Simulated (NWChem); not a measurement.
# One shape, several levels: YNH3OF (SMILES [NH2][Y]([OH])[F])

We compute a comparison of 5 runs (HF/STO-3G, HF/3-21G, PBE0/STO-3G, CAM-B3LYP/def2-SVP, MP2/def2-SVP) of YNH3OF. 

The results are computed with NWChem 7.3.0.

## Step 1: The system as given

The species is YNH3OF (7 atoms), meant as a singlet with charge 0. As SMILES, `[NH2][Y]([OH])[F]`. The shape comes from GFN2-xTB, which is rough for such elements, and wasn't checked as a minimum. This is one conformer, not always the lowest.

Bond lengths: N1–Y2 2.091 Å, Y2–O3 1.947 Å, Y2–F4 1.967 Å, N1–H5 1.028 Å, N1–H6 1.026 Å, O3–H7 0.971 Å. Angles: N1–Y2–O3 103.5°, N1–Y2–F4 100.0°, O3–Y2–F4 93.9°, Y2–N1–H5 105.5°, Y2–N1–H6 112.4°, Y2–O3–H7 108.1°, H5–N1–H6 106.1°.

## Step 2: Energy and gradient at HF/STO-3G (run 1)

The input, work.nw:

```
START work
memory total 2200 mb

GEOMETRY units angstrom noautosym nocenter noautoz
 N       -1.135100       1.096320       0.055850
 Y        0.139260      -0.112710      -1.078380
 O        1.775070      -0.164770      -0.024000
 F       -0.458730      -1.889510      -0.482890
 H       -1.669190       0.450060       0.651230
 H       -0.621860       1.713910       0.694300
 H        1.970550      -1.093310       0.183890
END

BASIS spherical bse
 * library STO-3G
END

SCF
 thresh 1e-08
 maxiter 80
 print low
END

TASK scf gradient
```

Launch:

```console
$ nwchem work.nw > work.out
```

Log:

```text
[...]
  functions       =    45
[...]
  wavefunction    = RHF
[...]
         Total SCF energy =  -3524.960886300861
      One-electron energy =  -5557.555710798436
      Two-electron energy =   1706.180752617104
 Nuclear repulsion energy =    326.414071880471
        Time for solution =      6.8s
[...]
                         RHF ENERGY GRADIENTS
    atom               coordinates                        gradient
                 x          y          z           x          y          z
   1 N      -2.145028   2.071744   0.105541    0.020369  -0.022944  -0.023238
   2 Y       0.263163  -0.212991  -2.037843    0.035941   0.019645   0.066212
   3 O       3.354396  -0.311370  -0.045353   -0.068168   0.002185  -0.025958
   4 F      -0.866874  -3.570656  -0.912530    0.009942   0.017449   0.009137
   5 H      -3.154312   0.850490   1.230646    0.009415  -0.012185  -0.005443
   6 H      -1.175145   3.238820   1.312037    0.011984  -0.007711  -0.006356
   7 H       3.723800  -2.066056   0.347502   -0.019483   0.003561  -0.014354
 Task  times  cpu:       10.6s     wall:       10.6s
 Total times  cpu:       10.6s     wall:       10.6s
```

Run time: 11 s. Hardware: 1 thread of Intel Xeon Platinum 8488C (Sapphire Rapids), shared host; peak memory 0.098 GiB.

## Step 3: Energy and forces at HF/3-21G (run 2)

The input, fh3noy.nw:

```
start fh3noy
memory stack 880 mb heap 220 mb global 1100 mb

geometry noautosym nocenter noautoz
  N    -1.135100    1.096320    0.055850
  Y     0.139260   -0.112710   -1.078380
  O     1.775070   -0.164770   -0.024000
  F    -0.458730   -1.889510   -0.482890
  H    -1.669190    0.450060    0.651230
  H    -0.621860    1.713910    0.694300
  H     1.970550   -1.093310    0.183890
end

basis spherical bse
  * library 3-21G
end

scf
  thresh 1e-08
  maxiter 80
  print low
end

task scf gradient
```

Launch:

```console
$ nwchem fh3noy.nw > fh3noy.out
```

Log:

```text
[...]
  functions       =    69
[...]
  wavefunction    = RHF
[...]
         Total SCF energy =  -3545.071572127526
      One-electron energy =  -5558.624821261079
      Two-electron energy =   1687.139177253083
 Nuclear repulsion energy =    326.414071880471
        Time for solution =      8.3s
[...]
                         RHF ENERGY GRADIENTS
    atom               coordinates                        gradient
                 x          y          z           x          y          z
   1 N      -2.145028   2.071744   0.105541   -0.002121  -0.000769  -0.023368
   2 Y       0.263163  -0.212991  -2.037843    0.027929   0.008249   0.027321
   3 O       3.354396  -0.311370  -0.045353   -0.032186   0.009404  -0.007698
   4 F      -0.866874  -3.570656  -0.912530    0.000997   0.001241   0.008142
   5 H      -3.154312   0.850490   1.230646    0.005966  -0.012305   0.003624
   6 H      -1.175145   3.238820   1.312037    0.011572  -0.002523   0.004374
   7 H       3.723800  -2.066056   0.347502   -0.012157  -0.003297  -0.012394
 Task  times  cpu:       11.8s     wall:       11.8s
 Total times  cpu:       11.9s     wall:       11.9s
```

Run time: 13 s. Hardware: 1 thread of Intel Xeon Platinum 8488C (Sapphire Rapids), shared host; peak memory 0.098 GiB.

Runs 3 to 4 aren't shown in full; the table further down has their settings and results.

## Step 4: Energy and forces at MP2/def2-SVP (core potential) (run 5)

The input, run.py:

```python
from ase import Atoms
from ase.calculators.nwchem import NWChem

atoms = Atoms(['N', 'Y', 'O', 'F', 'H', 'H', 'H'], positions=[
    [-1.135100, 1.096320, 0.055850],
    [0.139260, -0.112710, -1.078380],
    [1.775070, -0.164770, -0.024000],
    [-0.458730, -1.889510, -0.482890],
    [-1.669190, 0.450060, 0.651230],
    [-0.621860, 1.713910, 0.694300],
    [1.970550, -1.093310, 0.183890],
])

calc = NWChem(
    label='sp',
    theory='mp2',
    memory='2200 mb',
    basis='def2-SVP',
    basispar='spherical bse',
    scf={'nopen': '0', 'rhf': None, 'thresh': '1e-08', 'maxiter': '80'},
    mp2={'freeze': 'core 3', 'tight': None},
    **{'ecp bse': {'Y library': 'def2-SVP'}},
)
atoms.calc = calc

forces = atoms.get_forces()
print("Total energy (eV):", round(atoms.get_potential_energy(), 6))
print("forces (eV/A):")
for s, f in zip(atoms.symbols, forces):
    print(f"{s:2s} {f[0]:10.5f} {f[1]:10.5f} {f[2]:10.5f}")
```

Launch:

```console
$ export ASE_NWCHEM_COMMAND="nwchem PREFIX.nwi > PREFIX.nwo"
$ python run.py
```

Log:

```text
Total energy (eV): -7322.085649
forces (eV/A):
N    -0.17448    0.32339    0.52013
Y    -1.33862    0.15056   -1.51675
O     2.18641   -0.32555    0.80224
F    -0.41061   -0.95069   -0.18101
H    -0.15596    0.45632    0.01574
H    -0.39940    0.05086    0.05147
H     0.29259    0.29516    0.30822
```

The calculator wrote sp.nwi:

```
title "sp"

permanent_dir sp

scratch_dir sp

start sp

geometry units angstrom nocenter noautosym noautoz
  N  -1.1351000000000000e+00 1.0963200000000000e+00 5.5849999999999997e-02
  Y  1.3925999999999999e-01 -1.1271000000000000e-01 -1.0783799999999999e+00
  O  1.7750699999999999e+00 -1.6477000000000000e-01 -2.4000000000000000e-02
  F  -4.5873000000000003e-01 -1.8895100000000000e+00 -4.8288999999999999e-01
  H  -1.6691900000000000e+00 4.5006000000000002e-01 6.5122999999999998e-01
  H  -6.2185999999999997e-01 1.7139100000000000e+00 6.9430000000000003e-01
  H  1.9705500000000000e+00 -1.0933100000000000e+00 1.8389000000000000e-01
end

memory 2200 mb

basis spherical bse noprint
   * library def2-SVP
end

scf
  nopen 0
  rhf
  thresh 1e-08
  maxiter 80
end
mp2
  freeze core 3
  tight
end
ecp bse
  Y library def2-SVP
end

task mp2 gradient
```

sp.nwo:

```text
Northwest Computational Chemistry Package (NWChem) 7.3.0
             --------------------------------------------------------

           Job information
           ---------------

    nwchem branch   = 7.3.0
    use scalapack   = T
    input           = sp.nwi
    prefix          = sp.
    data base       = sp/sp.db
    status          = startup
    nproc           =        1

           Memory information
           ------------------

    heap     =     72089596 doubles =      550.0 Mbytes
    stack    =     72089601 doubles =      550.0 Mbytes
    global   =    144179200 doubles =     1100.0 Mbytes (distinct from heap & stack)
    total    =    288358397 doubles =     2200.0 Mbytes
    verify   = yes
    hardfail = no

[... 137 lines left out ...]
 1-e energy   =    -638.454614
[... 9 lines left out ...]
 Convergence threshold     :          1.000E-08
[... 16 lines left out ...]
         Total SCF energy =   -268.333977546947
[... 2 lines left out ...]
 Nuclear repulsion energy =    130.682622501928
[... 411 lines left out ...]
 CPHF converged to   3.6D-07 in   12 iters
[... 103 lines left out ...]
  MP2 natural orbitals output to sp/sp.mp2nos
[... 13 lines left out ...]
                 ----------------------------------------
                 |  Time  |  1-e(secs)   |  2-e(secs)   |
                 ----------------------------------------
                 |  CPU   |       0.04   |       5.84   |
                 ----------------------------------------
                 |  WALL  |       0.04   |       5.84   |
                 ----------------------------------------
 -----------------------
 Task  times  cpu:       40.3s     wall:       40.3s
 Total times  cpu:       40.3s     wall:       40.3s
```

Run time: 41 s. Hardware: 1 thread of Intel Xeon Platinum 8488C (Sapphire Rapids), shared host; peak memory 0.34 GiB.

## Step 5: The series

| run | level | iteration cap | module | energy (Eh) | largest force (eV/Å) | wall time |
| --- | --- | --- | --- | --- | --- | --- |
| 1 | HF/STO-3G | 80 | scf | -3524.960886 | 4.004 | 11 s |
| 2 | HF/3-21G | 80 | scf | -3545.071572 | 2.053 | 13 s |
| 3 | PBE0/STO-3G | 100 | dft | -3527.097015 | 4.003 | 20 s |
| 4 | CAM-B3LYP/def2-SVP (core potential) | 100 | dft | -269.806238 | 2.214 | 95 s |
| 5 | MP2/def2-SVP (core potential) | 80 | mp2 | -269.081687 | 2.352 | 41 s |

## Step 6: What came out

```
                                                      quantity          value
                                           run 5: total energy  -269.08169 Eh
run 5: dipole moment (of the density that the program reports)         4.72 D
                    run 5: HOMO energy (Hartree–Fock orbitals)       -9.72 eV
                    run 5: LUMO energy (Hartree–Fock orbitals)       -0.25 eV
                  run 5: HOMO–LUMO gap (Hartree–Fock orbitals)        9.48 eV
            run 5: correlation energy (3 core orbitals frozen)     -747.7 mEh
                               run 5: largest force on an atom     2.352 eV/Å
```

In words: Over runs 3, 4, 5 the dipole moment (its size) runs from 2.40 D (PBE0/STO-3G) to 4.72 D (MP2/def2-SVP). The two ends differ in method and basis and core potential. Totals of different functionals can't be ranked against each other. Some runs of one species differ in core potentials or relativity; totals across that change don't compare. In runs 1, 3 the basis is minimal, so the values are rough. In runs 1, 2, 3 relativity is left out where basis or elements ask for it. All runs together took 3 min, the longest 95 s.
